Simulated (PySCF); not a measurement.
# B3LYP/STO-3G run of SnClF (SMILES [F][Sn][Cl])

Aim: the vertical singlet–triplet gap of SnClF at B3LYP/STO-3G, from 2 runs. 

Program for the calculation: PySCF 2.14.0.

19 further runs of the same task are left out: 7 that didn't finish, 12 set aside as unsound or not needed.

### Step 1. Starting point

SnClF: 3 atoms, total charge 0, spin state singlet. As SMILES, `[F][Sn][Cl]`. Geometry: relaxed at PBE0-D4/def2-TZVP.

Bond lengths: F1–Sn2 1.935 Å, Sn2–Cl3 2.360 Å. Angles: F1–Sn2–Cl3 96.9°.

### Step 2. A single-point energy at B3LYP/STO-3G

File run.py:

```python
from pyscf import gto, dft

mol = gto.M(
    atom='''
F     -1.389600     0.223100    -0.744400
Sn     0.164300     0.898100     0.190700
Cl     1.214300    -1.186000     0.540500
''',
    max_memory=1860,
    basis='sto-3g',
    verbose=3,
)

mf = dft.RKS(mol)
mf.xc = 'b3lyp'
mf.grids.level = 5
mf.conv_tol = 1e-10
mf.kernel()
if not mf.converged:
    mf = mf.newton().run(mf.mo_coeff, mf.mo_occ)

energy = mf.e_tot
print('E = %.10f Eh' % energy)
```

Launch:

```
$ OMP_NUM_THREADS=1 python run.py
```

The program printed:

```text
converged SCF energy = -6518.94506396757
E = -6518.9450639676 Eh
```

It took 5.7 s on 1 thread of Arm Neoverse V1, shared host; peak memory 0.28 GiB.

### Step 3. The triplet, same level

File calc.py:

```python
from pyscf import gto, dft

mol = gto.M(
    atom='F -1.389600 0.223100 -0.744400; Sn 0.164300 0.898100 0.190700; Cl 1.214300 -1.186000 0.540500',
    spin=2,
    basis='sto-3g',
    charge=0,
    verbose=3,
    max_memory=1860,
)

mf = dft.UKS(mol)
mf.xc = 'b3lyp'
mf.conv_tol = 1e-10
mf.grids.level = 5
mf.kernel()
if not mf.converged:
    mf = mf.newton().run(mf.mo_coeff, mf.mo_occ)

etot = mf.e_tot
print('E = %.10f Eh' % etot)
```

Launch:

```
$ OMP_NUM_THREADS=1 python calc.py
```

The program printed:

```text
WARN: HOMO -0.428529202963743 >= LUMO -0.578738138504115

WARN: HOMO 0.0150517216361827 >= LUMO -0.0218519485911408

WARN: HOMO -0.0414641240967094 >= LUMO -0.0794170910754109

WARN: HOMO -0.0594711310328789 >= LUMO -0.0847302829015617

WARN: HOMO -0.0553629870803699 >= LUMO -0.0810337800459194

WARN: HOMO -0.0561203357967842 >= LUMO -0.0812478575950592

WARN: HOMO -0.0562523750307905 >= LUMO -0.0811718572958326

WARN: HOMO -0.056259533077492 >= LUMO -0.081174236945242

WARN: HOMO -0.0562547231067842 >= LUMO -0.0811770757517871

WARN: HOMO -0.0562539116003201 >= LUMO -0.0811763800022165

WARN: HOMO -0.0562538825199272 >= LUMO -0.0811762610737855

WARN: HOMO -0.0562538522364236 >= LUMO -0.0811762328744966

converged SCF energy = -6518.85482927723  <S^2> = 2.0032426  2S+1 = 3.0021609
E = -6518.8548292772 Eh
```

It took 11 s on 1 thread of Arm Neoverse V1, shared host; peak memory 0.29 GiB.

### Step 4. Results

At B3LYP/STO-3G:

```
                                        quantity           value
                           singlet: total energy  -6518.94506 Eh
                          singlet: dipole moment          2.90 D
                            singlet: HOMO energy        -3.99 eV
                            singlet: LUMO energy         0.28 eV
                          singlet: HOMO–LUMO gap         4.28 eV
                           triplet: total energy  -6518.85483 Eh
                          triplet: dipole moment          3.48 D
     triplet: HOMO energy (highest over α and β)        -1.53 eV
                                   triplet: ⟨S²⟩           2.003
vertical energy of the triplet above the singlet        2.455 eV
```

In words: At this shape the triplet lies 2.46 eV (237 kJ/mol) above the singlet. In a minimal basis such a difference can be off by several eV, whatever the method. Relativity is left out (singlet) although the molecule holds a heavy atom. Relativity is left out (triplet) although the molecule holds a heavy atom.
